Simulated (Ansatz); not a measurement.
# AlBH2OF2 (SMILES O[B](F)[AlH][F]) at 6 levels

Aim: a comparison of 6 runs (PBE/6-31G*, SVWN5/6-31G*, r2SCAN0/6-31G*, revPBE/6-31G*, RPA@PBE0/6-31G*, CCSD/6-31G*) of AlBH2OF2. 

The results are computed with Ansatz 0.2.0.

128 further runs of the same task are left out: 128 set aside as unsound or not needed.

**1. The system as given**

AlBH2OF2: 7 atoms, total charge 0, spin state singlet. SMILES: `O[B](F)[AlH][F]`. The Al4–H7 distance was set to 2.844 Å, away from the relaxed value. At this shape a bond of the SMILES string is far longer than usual.

Bond lengths: O1–B2 1.351 Å, B2–F3 1.331 Å, B2–Al4 2.153 Å, Al4–F5 1.661 Å, O1–H6 0.961 Å. Angles: O1–B2–F3 115.5°, O1–B2–Al4 122.4°, F3–B2–Al4 122.1°, B2–Al4–F5 111.0°, B2–O1–H6 113.4°.

**2. The energy at PBE/6-31G(d) (spherical functions) (run 1)**

run.yaml reads:

```yaml
crystal:
  periodic: [false, false, false]
  atoms:
    - {symbol: O, position_ang: [0.532780, 0.137339, 2.993956]}
    - {symbol: B, position_ang: [0.582280, -0.371761, 1.744056]}
    - {symbol: F, position_ang: [1.241280, -1.520961, 1.619456]}
    - {symbol: Al, position_ang: [-0.341020, 0.605439, 0.062856]}
    - {symbol: F, position_ang: [-1.082220, 2.016939, 0.527156]}
    - {symbol: H, position_ang: [0.050580, 0.966139, 3.049956]}
    - {symbol: H, position_ang: [-0.499600, -0.078200, -2.693300]}
basis:
  gaussian: {orbitals: 6-31G_st_-spherical.json}
hamiltonian: {xc: pbe}
accuracy: high
output: {orbitals: {seedname: orbitals}}
```

The basis set 6-31G* is read from a file made from the Basis Set Exchange's data (not shown).

Run with:

```console
ansatz run run.yaml --threads 1 --pin off --max-ram 3480MiB --events-out events.jsonl --progress --plain --runs-dir runs
```

The log of the run:

```text
Warning: RAYON_NUM_THREADS=1 ignored (pool sized by the plan → 1); use --threads N
Functional definition: PBE
  name "PBE"
  parameter kappa = 0.804
  parameter beta = 0.06672455060314922
  exchange = pbe_x(kappa = kappa, mu = beta*pi^2/3)
  correlation = pbe_c(beta = beta)
1688 factors; integrals over basis functions are off by at most 7.5e-9 eV
mean field evaluation 1: about -14767.8539 eV, gradient 6.3e1 eV
mean field evaluation 2: about -14719.5957 eV, gradient 1.6e2 eV
mean field evaluation 4: about -14774.7136 eV, gradient 1.5e1 eV
mean field evaluation 8: about -14775.1234 eV, gradient 7.8e-1 eV
mean field evaluation 16: about -14775.1142 eV, gradient 5.1e-4 eV
mean field -14775.11419229 eV, -542.9754316347 hartree, gradient 4.4e-8 eV, S^2 0.000000; 0 other end points of the search recorded, 0 dependent functions left out
reference -14775.11419633 eV, -542.9754317829 hartree; 23, 23 occupied and 55, 55 virtual orbitals, 1688 factors
Total energy: -14775.11419633 eV, -542.9754317829 hartree
```

Run time: 6 s. Hardware: 1 thread of Arm Neoverse V1, shared host; peak memory 0.19 GiB.

**3. The energy at SVWN5/6-31G(d) (spherical functions) (run 2)**

input.yaml reads:

```yaml
basis:
  gaussian: {orbitals: 6-31G_st_-spherical.json}
crystal:
  periodic: [false, false, false]
  atoms:
    - {symbol: O, position_ang: [0.532780, 0.137339, 2.993956]}
    - {symbol: B, position_ang: [0.582280, -0.371761, 1.744056]}
    - {symbol: F, position_ang: [1.241280, -1.520961, 1.619456]}
    - {symbol: Al, position_ang: [-0.341020, 0.605439, 0.062856]}
    - {symbol: F, position_ang: [-1.082220, 2.016939, 0.527156]}
    - {symbol: H, position_ang: [0.050580, 0.966139, 3.049956]}
    - {symbol: H, position_ang: [-0.499600, -0.078200, -2.693300]}
output: {orbitals: {seedname: orbitals}}
accuracy: high
hamiltonian: {xc: {name: SVWN5}}
```

The basis set 6-31G* is read from a file made from the Basis Set Exchange's data (not shown).

Run with:

```console
ansatz run input.yaml --threads 1 --pin off --max-ram 3480MiB --events-out events.jsonl --progress --plain --runs-dir runs
```

The log of the run:

```text
Warning: RAYON_NUM_THREADS=1 ignored (pool sized by the plan → 1); use --threads N
Functional definition: SVWN5
  name "SVWN5"
  exchange = slater_x
  correlation = vwn5_c
1688 factors; integrals over basis functions are off by at most 7.5e-9 eV
mean field evaluation 1: about -14695.2565 eV, gradient 6.1e1 eV
mean field evaluation 2: about -14645.6196 eV, gradient 1.7e2 eV
mean field evaluation 4: about -14700.4572 eV, gradient 1.9e1 eV
mean field evaluation 8: about -14701.8506 eV, gradient 3.7e-1 eV
mean field evaluation 16: about -14701.8393 eV, gradient 2.2e-4 eV
mean field -14701.83925848 eV, -540.2826274846 hartree, gradient 3.8e-8 eV, S^2 0.000000; 0 other end points of the search recorded, 0 dependent functions left out
reference -14701.83926238 eV, -540.2826276280 hartree; 23, 23 occupied and 55, 55 virtual orbitals, 1688 factors
Total energy: -14701.83926238 eV, -540.2826276280 hartree
```

Wall time 3.9 s (1 thread of Arm Neoverse V1, shared host); peak memory 0.18 GiB.

Runs 3 to 5 aren't shown in full; the table further down has their settings and results.

**4. A single-point energy at CCSD/6-31G(d) (spherical functions) (run 6)**

job.yaml reads:

```yaml
crystal:
  periodic: [false, false, false]
  atoms:
    - {symbol: O, position_ang: [0.532780, 0.137339, 2.993956]}
    - {symbol: B, position_ang: [0.582280, -0.371761, 1.744056]}
    - {symbol: F, position_ang: [1.241280, -1.520961, 1.619456]}
    - {symbol: Al, position_ang: [-0.341020, 0.605439, 0.062856]}
    - {symbol: F, position_ang: [-1.082220, 2.016939, 0.527156]}
    - {symbol: H, position_ang: [0.050580, 0.966139, 3.049956]}
    - {symbol: H, position_ang: [-0.499600, -0.078200, -2.693300]}
basis:
  gaussian:
    orbitals: 6-31G_st_-spherical.json
magnetization:
  spin_polarized: false
correlation:
  method: ccsd
  frozen_orbitals: {Al: 5, B: 1, F: 1, H: 0, O: 1}
accuracy: high
scf:
  omitted_lower_state_checks: [cluster_reference, increment]
```

The basis set 6-31G* is read from a file made from the Basis Set Exchange's data (not shown).

Run with:

```console
ansatz run job.yaml --threads 1 --pin off --max-ram 3480MiB --events-out events.jsonl --progress --plain --runs-dir runs
```

The log of the run:

```text
Warning: RAYON_NUM_THREADS=1 ignored (pool sized by the plan → 1); use --threads N
[... 12 lines left out ...]
9 core orbitals not correlated: weight in the atoms' cores, before any rotation towards them, 1.000 or more for the frozen orbitals, at most 0.000 for the correlated occupied ones
[... 27 lines left out ...]
Total energy: -14754.61963442 eV, -542.2222705244 hartree
Checks for a lower state left out: cluster_reference, increment
```

It took 13 s on 1 thread of Arm Neoverse V1, shared host; peak memory 0.38 GiB.

**5. The series**

```csv
run,level,frozen core orbitals,energy (Eh),HOMO energy (eV),LUMO energy (eV),HOMO–LUMO gap (eV),wall time
1,PBE/6-31G* (spherical functions),–,-542.975432,-5.51,-3.06,2.44,6 s
2,SVWN5/6-31G* (spherical functions),–,-540.282628,-5.57,-3.22,2.35,3.9 s
3,r2SCAN0/6-31G* (spherical functions),–,-543.208091,-6.68,-2.42,4.26,15 s
4,revPBE/6-31G* (spherical functions),–,-543.267728,-5.48,-3.01,2.47,5.7 s
5,RPA@PBE0/6-31G* (spherical functions),9,-542.411328,–,–,–,14 s
6,CCSD/6-31G* (spherical functions),9,-542.222271,–,–,–,13 s
```

**6. Outcome**

| quantity | value |
| --- | --- |
| run 6: total energy | -542.22227 Eh |
| run 6: correlation energy (9 core orbitals frozen) | -692.1 mEh |
| run 6: T1 diagnostic | 0.024 |

What this shows: Over runs 1, 2, 3, 4 the HOMO–LUMO gap runs from 2.35 eV (SVWN5/6-31G*) to 4.26 eV (r2SCAN0/6-31G*). Totals of different functionals can't be ranked against each other. In runs 5, 6 the log says that unrestricted orbitals would lower the reference, so the values rest on an unstable closed-shell determinant (other closed-shell runs at this shape may share the fault). All runs together took 57 s, the longest 15 s.
